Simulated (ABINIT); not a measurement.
Input of an ABINIT 10.8.3 (patched build) run:

The input run.abi:

```
pp_dirpath "./"
pseudos "Al.GGA_PBE-JTH.xml"

acell 3*1.0
rprim
     5.4090386113     0.0000000000     0.0000000000
     0.0000000000     5.4090386113     0.0000000000
     0.0000000000     0.0000000000    47.4697312780
ntypat 1
znucl 13
natom 6
typat 1 1 1 1 1 1
xred
     0.5000000000     0.5000000000     0.2985680675
     0.0000000000     0.0000000000     0.3791408405
     0.5000000000     0.5000000000     0.4597136135
     0.0000000000     0.0000000000     0.5402863865
     0.5000000000     0.5000000000     0.6208591595
     0.0000000000     0.0000000000     0.7014319325
chkprim 0
chksymtnons 0
tolsym 1.0e-6

ecut 15.0
pawecutdg 30.0
pawxcdev 0

kptopt 1
ngkpt 9 9 1
nshiftk 1
shiftk 0.0 0.0 0.0

ixc 11
vdw_xc 7

nband 13
occopt 3
tsmear 0.05 eV

nstep 120
tolvrs 1.0e-9

iomode 3
prtwf 0
prtden 0
prteig 0
prtebands 0
enunit 2
prtvol 2

ionmov 15
ntime 60
tolmxf 5.0e-5
```

Potentials or basis: JTH PAW PBE v2.0.

The run is started by

```console
$ mpirun --bind-to none -np 4 abinit run.abi > log 2>&1
```

Estimate the energy gained by relaxing.

-221.1 meV/atom.

What does it give for the band gap on the k mesh?

None (metal or under the smearing width).

Forces in eV/Å, atoms in the order of the input:
```
Al   0.000  0.000  0.000
Al   0.000  0.000  0.000
Al   0.000  0.000 -0.002
Al   0.000  0.000  0.002
Al   0.000  0.000  0.000
Al   0.000  0.000  0.000
```
